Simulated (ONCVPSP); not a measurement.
# Erbium: generating and testing an ONCV potential

Task: generate the file, and judge it by its errors in other configurations, its logarithmic derivatives, its ghosts and its cutoff.

Program: ONCVPSP 4.0.1. Reference atom: LDA (Perdew-Wang 92), scalar-relativistic, spherical and spin-unpolarised. All values are calculated.

## 1. Starting point

The settings as typed:

```json
{"element": "erbium (Er, Z = 68)", "type": "optimised norm-conserving Vanderbilt (ONCV)", "frozen core": "[Kr] 4d10", "valence charge": "22", "reference configuration": "4f12 5s2 5p6 6s1.5 (charge +0.5)", "partial waves": "5s+6s: rc 2.05 bohr, ncon 5, nbas 8, qcut 6.5 1/bohr, 2 projectors; 5p: rc 1.70 bohr, ncon 4, nbas 7, qcut 4.5 1/bohr, 2 projectors, debl 3.4 Ha; d scattering state at 0.31 Ha: rc 1.75 bohr, ncon 3, nbas 6, qcut 6.2 1/bohr, 2 projectors, debl 2.3 Ha; 4f: rc 0.70 bohr, ncon 4, nbas 9, qcut 27.7 1/bohr, local", "local potential": "the f channel", "core correction": "Teter function, fcfact 2.75, rcfact 1.1"}
```

The nodes and maxima of the atom's own shells, from an earlier all-electron run, set the scale for the radii.

All-electron outer shells of the reference configuration (LDA (PZ), scalar-relativistic, ld1.x):

```json
{"shell": "5s", "level (eV)": "-55.23", "outermost node (bohr)": "0.60", "outermost maximum (bohr)": "1.11"}
{"shell": "5p", "level (eV)": "-29.73", "outermost node (bohr)": "0.65", "outermost maximum (bohr)": "1.28"}
{"shell": "6s", "level (eV)": "-6.58", "outermost node (bohr)": "1.51", "outermost maximum (bohr)": "3.22"}
{"shell": "4f", "level (eV)": "-6.53", "outermost node (bohr)": "–", "outermost maximum (bohr)": "0.51"}
{"shell": "5d", "level (eV)": "-3.86", "outermost node (bohr)": "0.73", "outermost maximum (bohr)": "2.05"}
{"shell": "6p", "level (eV)": "-3.31", "outermost node (bohr)": "1.85", "outermost maximum (bohr)": "4.34"}
```

## 2. Generation

The input, Er.dat:

```
# ATOM AND REFERENCE CONFIGURATION
# atsym  z   nc   nv     iexc    psfile
  Er 68.00    9    4  -001012      upf
#
#   n    l    f
    1    0    2.00
    2    0    2.00
    2    1    6.00
    3    0    2.00
    3    1    6.00
    3    2   10.00
    4    0    2.00
    4    1    6.00
    4    2   10.00
    4    3   12.00
    5    0    2.00
    5    1    6.00
    6    0    1.50
#
# PSEUDOPOTENTIAL AND OPTIMIZATION
# lmax
    3
#
#   l,   rc,      ep,       ncon, nbas, qcut
    0    2.05    0.00    5    8    6.50
    1    1.70    0.00    4    7    4.50
    2    1.75    0.31    3    6    6.20
    3    0.70    0.00    4    9   27.70
#
# LOCAL POTENTIAL
# lloc, lpopt,  rc(5),   dvloc0
    3    5    0.70    0.00
#
# VANDERBILT-KLEINMAN-BYLANDER PROJECTORs
# l, nproj, debl
    0    2    1.40
    1    2    3.40
    2    2    2.30
    3    0    1.80
#
# MODEL CORE CHARGE
# icmod, fcfact, rcfact
    3    2.75    1.10
#
# LOG DERIVATIVE ANALYSIS
# epsh1, epsh2, depsh
   -4.00    5.00    0.02
#
# OUTPUT GRID
# rlmax, drl
    6.00    0.01
#
# TEST CONFIGURATIONS
# ncnf
    4
# nvcnf
#   n    l    f
    4
    4    3   12.00
    5    0    2.00
    5    1    6.00
    6    0    2.00
#
    4
    4    3   12.00
    5    0    2.00
    5    1    6.00
    6    0    1.00
#
    4
    4    3   12.00
    5    0    2.00
    5    1    6.00
    6    0    0.00
#
    4
    4    3   12.00
    5    0    2.00
    5    1    5.00
    6    0    2.00
#
```

Started as:

```bash
$ oncvpsp.x < Er.dat > Er.out
```

**Question.** What will these runs give? Wanted: cutoffs for 1 and 0.1 mHa per electron, occupied waves; bound ghosts; GHOST(+) flags; largest phase difference near zero energy, channels read; rms error of d²Exc/dn², without and with the model core; projector energies reset by the program.

The runs gave:

| quantity | value |
| --- | --- |
| cutoffs for 1 and 0.1 mHa per electron, occupied waves | 280 Ha and 323 Ha |
| bound ghosts | s at -1780.45 eV, s at -205.58 eV, p at -907.73 eV, d at -361.07 eV |
| GHOST(+) flags | none at low energy |
| largest phase difference near zero energy, channels read | 0.000 rad |
| rms error of d²Exc/dn², without and with the model core | 5.82 and 4.23 mHa |
| projector energies reset by the program | d: 0.050, 2.350 Ha |

What this shows: It has a bound ghost (s, p, d), a state that the atom doesn't have, and that rules the file out. By its cutoff, 280 Ha for the looser tolerance, it is very hard. At the looser tolerance the 4f wave is the slowest; 5p needs 28 Ha. Near zero energy the phases of the channels with partial waves agree within 0.001 rad. All of this concerns the isolated atom, not yet a solid.
